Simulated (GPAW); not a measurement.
The system is HPbNO4.

```
H Pb N O
1.0
     3.85404    0.14384    0.09012
    -0.25320    5.52698    0.16471
    -0.48197   -1.92720    5.72025
H Pb N O
1 1 1 4
Direct
  0.10913 0.65718 0.54463
  0.61029 0.52127 0.15100
  0.91580 0.96263 0.95867
  0.01384 0.13639 0.88084
  0.72398 0.01057 0.12858
  0.00389 0.73732 0.87043
  0.11927 0.59324 0.37651
```

The cell was built by a generator and needn't be a form met in nature.

Base run:

| Quantity | Value |
| --- | --- |
| Program | GPAW 26.7.0 |
| Functional | r2SCAN |
| Potentials or basis | GPAW PAW data sets (gpaw-data 1.2.1) |
| Cutoff | 800 eV |
| Basis | pw |
| k mesh | 5 × 4 × 4 |
| Occupations | fermi-dirac, width 0.05 eV |
| Spin | no spin polarisation |

Its results: band gap on the k mesh 3.47 eV, indirect (least direct gap 3.55 eV); pressure -2.6 GPa.

Question: After a change of settings the same cell gave: band gap on the k mesh 3.43 eV, indirect (least direct gap 3.51 eV); pressure -3.1 GPa. Which change was it?
A. functional from r2SCAN to BLYP; potentials or basis from GPAW PAW data sets (gpaw-data 1.2.1) to PAW data sets generated in the run's folder for this functional
B. functional from r2SCAN to PBE
C. functional from r2SCAN to SCAN
D. functional from r2SCAN to PBEsol; potentials or basis from GPAW PAW data sets (gpaw-data 1.2.1) to PAW data sets generated in the run's folder for this functional

Answer: C.

Caveats: the PAW data sets were made with another functional, which shifts forces and pressure a little; spin-orbit coupling is left out, which as a rule narrows the gap of such compounds by several tenths of an eV.
